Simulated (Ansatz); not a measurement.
# FeCO3: the cost of one run

Method: DFT PBEsol, scalar-relativistic, plane waves, PAW, in Ansatz 0.2.0.

### Step 1. The structure to begin with

It takes space group R-3c (No. 167, trigonal). The conventional cell has a = 4.518 Å, b = 4.518 Å, c = 13.457 Å, α = 90.00°, β = 90.00°, γ = 120.00°. Fe (site symmetry -3) is surrounded by 6 O at 1.99 Å. C (site symmetry 32) has 3 O at 1.26 Å in its first shell of neighbours. O (site symmetry 2) has 1 C at 1.26 Å and 2 Fe at 1.99 Å in its first shell of neighbours.

Structure file:

```cif
data_structure
_symmetry_space_group_name_H-M 'R-3c:H'
_symmetry_Int_Tables_number 167
_cell_length_a 4.5180
_cell_length_b 4.5180
_cell_length_c 13.4570
_cell_angle_alpha 90.000
_cell_angle_beta 90.000
_cell_angle_gamma 120.000
_cell_volume 237.89
loop_
_atom_site_label
_atom_site_type_symbol
_atom_site_symmetry_multiplicity
_atom_site_Wyckoff_symbol
_atom_site_fract_x
_atom_site_fract_y
_atom_site_fract_z
_atom_site_occupancy
Fe1 Fe 6 b 0.00000 0.00000 0.50000 1
C1 C 6 a 0.33333 0.66667 0.41667 1
O1 O 18 e 0.61133 0.66667 0.41667 1
```

(A quick probe on a coarse mesh, which set the mesh and smearing, is not shown.)

### Step 3. Rough relaxation on the coarse mesh

input.yaml reads:

```yaml
crystal:
  lattice:
    - [2.2589993993, 1.3042339113, 4.48567]
    - [-2.2589993993, 1.3042339113, 4.48567]
    - [0.0, -2.6084678226, 4.48567]
  atoms:
    - { symbol: Fe, position: [0.0, 0.0, 0.0], spin: 3.6 }
    - { symbol: Fe, position: [0.5, 0.5, 0.5], spin: 3.6 }
    - { symbol: C, position: [0.25, 0.25, 0.25] }
    - { symbol: C, position: [0.75, 0.75, 0.75] }
    - { symbol: O, position: [0.528, 0.972, 0.25] }
    - { symbol: O, position: [0.25, 0.528, 0.972] }
    - { symbol: O, position: [0.972, 0.25, 0.528] }
    - { symbol: O, position: [0.472, 0.028, 0.75] }
    - { symbol: O, position: [0.75, 0.472, 0.028] }
    - { symbol: O, position: [0.028, 0.75, 0.472] }
basis:
  ecutwfc: 420
kpoints:
  mp_grid: { grid: [6, 6, 6] }
hamiltonian:
  xc: pbesol
scf:
  occupations: { method: gaussian, width: 0.1 }
  lower_state_search: "off"
output:
  forces: true
  stress: true
  eigenvalues: true
  populations: true
magnetization:
  spin_polarized: true
relax:
  adjacent_minimum: "off"
  f_tol: 0.04
  max_steps: 70
  cell: { stress_tol: 0.4 }
```

The run is started by

```
ansatz run input.yaml --threads 1 --pin off --max-ram 2560MiB --backend cpu --events-out ev --progress --plain --runs-dir out
```

**Question.** How long does this run take on 1 thread of Intel Xeon Platinum 8259CL at 2.50GHz (Skylake/Cascade Lake), shared host, and how much memory does it need?

About 2.7 min, with a peak of 0.63 GiB.
